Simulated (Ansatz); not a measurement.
Runs of Ansatz 0.2.0 on NaLaMnMoO6. The typed cell holds 10 atoms: a = 5.109 Å, b = 5.694 Å, c = 5.920 Å, α = 117.98°, β = 98.89°, γ = 92.48°. The cell was built by a generator and needn't be a form met in nature.

```tsv
task	level	U	gap on the mesh (eV)	pressure (GPa)	moment (μB)	largest force (eV/Å)
band structure	revPBE	-	(a)	2.5	3.00	0.14
single point	PBE+U	La f U = 3 eV, Mn d U = 3 eV, Mo d U = 3 eV	1.55	2.7	3.00	1.05
single point	PBE	-	0.87	0.0	3.00	0.01
single point	PBE+U	La f U = 6 eV, Mn d U = 6 eV, Mo d U = 6 eV	(b)	6.5	5.00	3.14
```

Alike in all rows: potentials or basis all-electron LAPW, scalar-relativistic; spin collinear, ferromagnetic start; cell as given; k mesh 4 × 4 × 4; cutoff (eV) 461; smearing fermi-dirac 0.05 eV; basis error allowed 0.002 eV/atom.

Question: Fill in the values left out.

Answer: (a) 0.88; (b) 1.04.

Caveats: spin-orbit coupling is left out, which moves the levels of the heavy elements; a cell with one magnetic atom can't hold antiferromagnetic order, which such compounds often take; the magnetic state may not be the lowest (some runs); U is the effective U less J, on atomic orbitals that reach past the spheres (some runs); forces of over 1 eV/Å show positions far from the minimum, so gaps and moduli don't describe the material at rest (some runs).

A k mesh can miss the band edges, and the runs leave out spin-orbit coupling on La, Mo.

Not every run made on this cell is shown here.
